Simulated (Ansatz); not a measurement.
**BGe+ (triplet): PBE0, B3LYP over a scan of the distance Ge1–B2, cc-pVDZ**

Aim: run BGe+ (triplet) with these functionals over a scan of the distance Ge1–B2, and hold them against the top wave-function level at the same points.

Program: Ansatz 0.2.0, Gaussian basis. Level of theory: cc-pVDZ, all electrons in the functionals. These are calculated values, not measurements.

The runs, in order: PBE0, B3LYP, at 1.772 Å; 2.004 Å; 2.179 Å; 2.406 Å; 2.606 Å; 2.974 Å; 3.512 Å; 4.040 Å; 4.717 Å; 5.907 Å; 7.441 Å.

21 further runs of the same task are left out: 14 that didn't finish, 7 set aside as unsound or not needed.

### Step 1. What is computed

The geometry derives from a PBE0/def2-TZVP stationary point (not a proven minimum). One bond is set to the value named and the two fragments are kept rigid. No spin-orbit coupling is included. The filled d shell of Ge may be among the frozen orbitals whatever the setting's name suggests; the logs give the count.

2 atoms, charge 1, spin multiplicity 3.

Atoms are counted from 1 here; the program's logs count them from 0.

Bond lengths: Ge1–B2 2.179 Å.

No dispersion term is added. B3LYP takes the VWN-RPA correlation.

The geometry shown and the zero of energy belong to the point 2.179 Å. The yardstick, FCI, and other wave-function levels (R restricted, U unrestricted, valence and pair active spaces) come from earlier runs.

### Step 2. PBE0, 1.772 Å

Contents of in.yaml:

```yaml
crystal:
  periodic: [false, false, false]
  atoms:
    - {symbol: Ge, position_ang: [0.000000, 0.000000, 0.000000]}
    - {symbol: B, position_ang: [0.000000, 0.000000, 1.772000]}
basis:
  gaussian: {orbitals: cc-pVDZ}
total_charge: 1
magnetization: {spin_polarized: true, initial_magnetization: 2}
hamiltonian: {xc: {name: PBE0}}
output: {forces: true, orbitals: {seedname: orbitals}}
```

Launch:

```bash
ansatz run in.yaml --threads 1 --pin off --events-out ev --progress --plain --max-ram 2393MiB
```

The runs that follow: PBE0, 2.004 Å; PBE0, 2.179 Å; PBE0, 2.406 Å; PBE0, 2.606 Å; PBE0, 2.974 Å; PBE0, 3.512 Å; PBE0, 4.040 Å; PBE0, 4.717 Å; PBE0, 5.907 Å; PBE0, 7.441 Å; B3LYP, 1.772 Å; B3LYP, 2.004 Å; B3LYP, 2.179 Å; B3LYP, 2.406 Å; B3LYP, 2.606 Å; B3LYP, 2.974 Å; B3LYP, 3.512 Å; B3LYP, 4.040 Å; B3LYP, 4.717 Å; B3LYP, 5.907 Å; B3LYP, 7.441 Å.

**Question.** What will the summary of the whole plan be? Wanted: span of the FCI curve; largest miss, PBE0; largest miss, B3LYP.

As calculated:

| quantity | value |
| --- | --- |
| span of the FCI curve | 45.8 kcal/mol |
| largest miss, PBE0 | -7.0 kcal/mol (7.441 Å) |
| largest miss, B3LYP | -12.3 kcal/mol (7.441 Å) |

Of the functionals, PBE0 keep the smallest largest miss at the points compared (at most 7.0 kcal/mol) and B3LYP strays most (12.3 kcal/mol, at 7.441 Å). Functionals and the yardstick converge differently with the basis, so part of each miss in cc-pVDZ is the basis.
